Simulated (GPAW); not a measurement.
# Ho (P6_3/mmc) in GPAW: reference runs

Reference runs on Ho: the cell as given.

Program: GPAW 26.7.0. These are calculated values, not measurements. Logs are shortened: lines on timing, memory, paths and dates and some standing lists are left out, and cuts for length are marked. The log counts tension as positive stress, the text compression.

**1. The crystal as given**

Symmetry: P6_3/mmc, No. 194, hexagonal system. Conventional cell: a = 3.577 Å, b = 3.577 Å, c = 5.616 Å, α = 90.00°, β = 90.00°, γ = 120.00°. Around Ho (site symmetry -6m2) lie 12 Ho at 3.49 to 3.58 Å.

**2. Single point, PBE, collinear spin, ferromagnetic start**

File run.py:

```python
from ase import Atoms
from ase.dft.bandgap import bandgap
from ase.io import write
from ase.units import Bohr, GPa
from gpaw import GPAW, PW
from gpaw.elf import elf_from_dft_calculation

atoms = Atoms(['Ho', 'Ho'],
              cell=[[3.5773, 0.0, 0.0],
                    [-1.78865, 3.098032677, 0.0],
                    [0.0, 0.0, 5.6158]],
              scaled_positions=[[0.6666666667, 0.3333333333, 0.75],
                                [0.3333333333, 0.6666666667, 0.25]],
              pbc=True)
atoms.set_initial_magnetic_moments([4.0, 4.0])

calc = GPAW(mode=PW(800),
            xc='PBE',
            kpts={'size': (9, 9, 5), 'gamma': True},
            occupations={'name': 'fermi-dirac', 'width': 0.05},
            nbands=41,
            convergence={'density': 1e-05, 'energy': 1e-05},
            maxiter=150,
            txt='gpaw.txt')
atoms.calc = calc
energy = atoms.get_potential_energy()
forces = atoms.get_forces()
stress = atoms.get_stress()
calc.write('gs.gpw')
write('result.traj', atoms)
print(f'Energy: {energy:.6f} eV')
print('Forces (eV/A):')
print(forces.round(4))
print('Stress (GPa):', (stress / GPa).round(3))
print('Moments:', calc.get_magnetic_moments().round(3))
print('Fermi level:', round(calc.get_fermi_level(), 4), 'eV')
print(f'Gap: {bandgap(calc)[0]:.4f} eV, direct: {bandgap(calc, direct=True)[0]:.4f} eV')

# fields on the real-space grid
write('density.cube', atoms, data=calc.get_pseudo_density() * Bohr**3)
write('potential.cube', atoms, data=calc.get_electrostatic_potential())
write('spin.cube', atoms, data=(calc.get_pseudo_density(spin=0) - calc.get_pseudo_density(spin=1)) * Bohr**3)
write('elf.cube', atoms, data=elf_from_dft_calculation(calc).data)
```

Potentials or basis: GPAW PAW data sets (gpaw-data 1.2.1), pw.

Run with:

```sh
$ OMP_NUM_THREADS=1 python run.py
```

gpaw.txt:

```text
__  _  _
 | _ |_)|_||  |
 |__||  | ||/\| - 26.7.0

Input parameters:
  mode=PW(ecut=800.0),
  convergence={'density': 1e-05, 'energy': 1e-05},
  kpts=MonkhorstPack(size=(9, 9, 5), gamma=True),
  maxiter=150,
  nbands=41,
  occupations=Occupations(name='fermi-dirac', width=0.05),
  xc=XC(name='PBE')

Diagonalizing LCAO Hamiltonian
Converting LCAO to pw mode

           Ho

        Ho

Atoms  # Å, Bohr magnetons
|   | symbol |         x |        y |        z |    initial magnetic moments |
|---|--------|-----------|----------|----------|-----------------------------|
| 0 |     Ho |  1.788650 | 1.032678 | 4.211850 | ( 0.0000,  0.0000,  4.0000) |
| 1 |     Ho | -0.000000 | 2.065355 | 1.403950 | ( 0.0000,  0.0000,  4.0000) |

Unit cell  # Å
| periodic |         x |        y |        z |  lengths |     angles |
|----------|-----------|----------|----------|----------|------------|
|      yes |  3.577300 | 0.000000 | 0.000000 | 3.577300 |  90.000000 |
|      yes | -1.788650 | 3.098033 | 0.000000 | 3.577300 |  90.000000 |
|      yes |  0.000000 | 0.000000 | 5.615800 | 5.615800 | 120.000000 |

Number of symmetries: 12
Symmetry operations  # r_c * U_cc + t_c -> r_c
|    | kind |            matrix            |
|----|------|------------------------------|
|  0 |  σ   |  1, 1, 0,  0,-1, 0,  0, 0, 1 |
|  1 |  S6  |  1, 1, 0, -1, 0, 0,  0, 0,-1 |
|  2 |  E   |  1, 0, 0,  0, 1, 0,  0, 0, 1 |
|  3 |  C2  |  1, 0, 0, -1,-1, 0,  0, 0,-1 |
|  4 |  C2  |  0, 1, 0,  1, 0, 0,  0, 0,-1 |
|  5 |  C3  |  0, 1, 0, -1,-1, 0,  0, 0, 1 |
|  6 |  S6  |  0,-1, 0,  1, 1, 0,  0, 0,-1 |
|  7 |  σ   |  0,-1, 0, -1, 0, 0,  0, 0, 1 |
|  8 |  σ   | -1, 0, 0,  1, 1, 0,  0, 0, 1 |
|  9 |  i   | -1, 0, 0,  0,-1, 0,  0, 0,-1 |
| 10 |  C3  | -1,-1, 0,  1, 0, 0,  0, 0, 1 |
| 11 |  C2  | -1,-1, 0,  0, 1, 0,  0, 0,-1 |

BZ-sampling:
  Number of BZ points: 405
  Number of IBZ points: 50

  Monkhorst-Pack size: [9, 9, 5]
  Monkhorst-Pack shift: [0, 0, 0]

K-points  # in reciprocal-cell coordinates
|     |                                coordinates |     weight |
|-----|--------------------------------------------|------------|
|   0 | (  0.00000000,   0.00000000,   0.00000000) | 0.00246914 |
|   1 | (  0.00000000,   0.00000000,   0.20000000) | 0.00493827 |
|   2 | (  0.00000000,   0.00000000,   0.40000000) | 0.00493827 |
|   3 | (  0.11111111,   0.00000000,  -0.40000000) | 0.01481481 |
|   4 | (  0.11111111,   0.00000000,  -0.20000000) | 0.01481481 |
|   5 | (  0.11111111,   0.00000000,   0.00000000) | 0.01481481 |
|   6 | (  0.11111111,   0.00000000,   0.20000000) | 0.01481481 |
|   7 | (  0.11111111,   0.00000000,   0.40000000) | 0.01481481 |
|   8 | (  0.22222222,  -0.11111111,   0.00000000) | 0.01481481 |
|   9 | (  0.22222222,  -0.11111111,   0.20000000) | 0.02962963 |
| ... |                                            |            |
|  49 | (  0.44444444,   0.44444444,   0.40000000) | 0.02962963 |

Plane wave coefficients: 3223
Cutoff: 800.0 eV

Spin-components: 2 (collinear spins)
Bands:           41
Projectors:      16
Spin-degeneracy: 1
Datatype:        complex128

Parallelization:
  kpt:    1
  domain: 1
  band:   1

Density:
  Valence electrons: 42.0
  Components: 2
  Grid points: [24 24 40]
  Charge: 0.0  # |e|

Potential:
  Grid points: [24 24 40]

species:
  Ho:
    name:    Holmium
    Z:       67.0
    valence: 21
    core:    46
    charge:  0.0  # [|e|]
    compensation charges:
      type: gauss
      rc: 0.35  # [Å]
      lmax: 2
    cutoffs:
      filter: 1.17  # [Å]
      core: 1.75  # [Å]
    projectors
    | kind |    occ | energy [eV] | rcut [Å] |
    |------|--------|-------------|----------|
    |   5s |  2.000 |     -50.378 |    1.164 |
    |   6s |  2.000 |      -3.789 |    1.164 |
    |   5p |  6.000 |     -25.868 |    1.164 |
    |   6p |  0.000 |      -1.147 |    1.164 |
    |   5d |  0.000 |      -1.042 |    1.164 |
    |   4f | 11.000 |      -3.138 |    1.164 |
    |    d |        |      26.169 |    1.164 |
    |    f |        |      24.074 |    1.164 |

    Using partial waves for Ho as LCAO basis

Reference energy: -686613.919024  # eV

eigensolver:
  PPCG
  Converge bands: occupied
  niter=2

density mixing:
  MSR1-Mixer
  Pratt-step length: 0.05
  Maximum mixing coefficient: 0.75
  Old densities: 10
  SVD Regularization: 0.005
  Good broyden scale: 1.0
  Trust region scale: 1.0
  Backstep threshold: 4.0
  History deletion threshold: 6.0
  Fourier metric: weight=20.0, sigma=0.015

occupation numbers:
  Fermi-Dirac:
    width: 0.0500  # eV

poisson solver:
  ecut: 6400.0  # eV

xc functional:
  name: PBE with 2 nearest neighbor stencil

convergence criteria:
- Maximum integral of absolute [dens]ity change: 1e-05 electrons / valence electron
- Maximum [total energy] change in last 3 cyles: 1e-05 eV / valence electron
- Maximum integral of absolute [eigenst]ate change: 4e-08 eV^2 / valence electron
maximum number of iterations: 150

SCF iterations
|iter     | |      energy | eigst |  dens |  magmom |
|---------|-|-------------|-------|-------|---------|
|iter:   1| |  -20.527666 | +0.19 |       |  +7.6769|
|iter:   2| |   -8.873482 | -1.05 | -0.45 |  +7.4118|
|iter:   3| |   -8.347091 | -1.09 | -0.81 |  +7.2073|
|iter:   4| |   -7.292744 | -1.90 | -0.79 |  +7.3117|
|iter:   5| |   -7.506419 | -2.76 | -1.44 |  +7.2537|
|iter:   6| |   -7.387162 | -2.09 | -1.08 |  +7.2780|
|iter:   7| |   -7.322512 | -3.48 | -1.38 |  +7.2766|
|iter:   8| |   -7.306201 | -3.36 | -1.57 |  +7.2308|
|iter:   9| |   -7.308215 | -5.12 | -2.03 |  +7.1751|
|iter:  10| |   -7.314536 | -4.65 | -2.17 |  +7.0426|
|iter:  11| |   -7.319241 | -4.51 | -2.42 |  +6.9268|
|iter:  12| |   -7.321934 | -4.38 | -2.51 |  +6.7934|
|iter:  13| |   -7.322312 | -5.15 | -2.92 |  +6.7684|
|iter:  14| |   -7.322469 | -5.75 | -2.98 |  +6.7535|
|iter:  15| |   -7.322803 | -6.13 | -3.01 |  +6.7485|
|iter:  16| |   -7.322884c| -6.02 | -3.50 |  +6.7436|
|iter:  17| |   -7.322915c| -7.07 | -4.01 |  +6.7445|
|iter:  18| |   -7.322922c| -7.71c| -3.91 |  +6.7448|
|iter:  19| |   -7.322913c| -7.49c| -4.11 |  +6.7455|
|iter:  20| |   -7.322900c| -7.60c| -4.48 |  +6.7460|
|iter:  21| |   -7.322912c| -7.61c| -4.88 |  +6.7463|
|iter:  22| |   -7.322911c| -8.99c| -5.33c|  +6.7463|

Converged in 22 steps
Energy contributions relative to reference atoms: (reference = -686613.919024)

Energy contributions:
  Kinetic:        -103.313133
  Coulomb:          95.423564
  Zero:              1.932685
  External:          0.000000
  Xc:               -1.200009
  Entropy:          -0.332036
  Spinorbit:         0.000000
  ----------------------------
  Free energy:      -7.488929
  Extrapolated:     -7.322911

dipole moment: (0.000000, 0.000000, 0.000000)  # |e|*Ang

Total magnetic moment: (0.000000, 0.000000, 6.746260)

Local magnetic moments
|        x |        y |        z |
|----------|----------|----------|
| 0.000000 | 0.000000 | 3.454036 |  # Ho   0
| 0.000000 | 0.000000 | 3.454036 |  # Ho   1

Fermi level: 8.306
Eigenvalues  # (at kpt = [0.000, 0.000, 0.000])
| band index |      eig [eV] | occ [0-1] |      eig [eV] | occ [0-1] |
|------------|---------------|-----------|---------------|-----------|
|          0 |       -39.722 |     1.000 |       -38.227 |     1.000 |
|        ... |               |           |               |           |
|         13 |         5.592 |     1.000 |         8.273 |     0.658 |
|         14 |         5.592 |     1.000 |         8.273 |     0.658 |
|         15 |         5.619 |     1.000 |         8.277 |     0.643 |
|         16 |         5.646 |     1.000 |         8.293 |     0.566 |
|         17 |         5.646 |     1.000 |         8.293 |     0.566 |
|         18 |         5.709 |     1.000 |         8.316 |     0.451 |
[... 8 lines left out ...]
|         27 |        11.121 |     0.000 |        11.354 |     0.000 |
|         28 |        11.474 |     0.000 |        11.730 |     0.000 |
|        ... |               |           |               |           |
|         40 |        24.023 |     0.000 |        24.206 |     0.000 |

No gap
No difference between direct/indirect transitions

Forces  # eV/Ang
|        x |        y |        z |
|----------|----------|----------|
|  0.00000 |  0.00000 | -0.00002 |  # Ho   0
| -0.00000 | -0.00000 |  0.00002 |  # Ho   1

Stress tensor  # eV/Ang^3
|         x |         y |         z |
|-----------|-----------|-----------|
| -0.006139 |  0.000000 |  0.000000 |
|  0.000000 | -0.006139 |  0.000000 |
|  0.000000 |  0.000000 | -0.016482 |

# Writing to gs.gpw (mode='')
```

Run time: 8.8 min. Hardware: 1 thread of Arm Neoverse V1, shared host; peak memory 0.44 GiB.

Results:

| Quantity | Value |
| --- | --- |
| Free energy | -7.4889 eV |
| Pressure | 1.5 GPa |
| Band gap on the k mesh | none (metal or under the smearing width) |
| Net moment | 6.75 μB per cell |
| Site moments | Ho +3.45 μB |

Caveat: one-centre terms of the f shell are cut off; the magnetic or orbital state may not be the lowest; spin-orbit coupling is left out, which moves the levels of the heavy elements. The state reached can hang on the start; a lower one may exist.
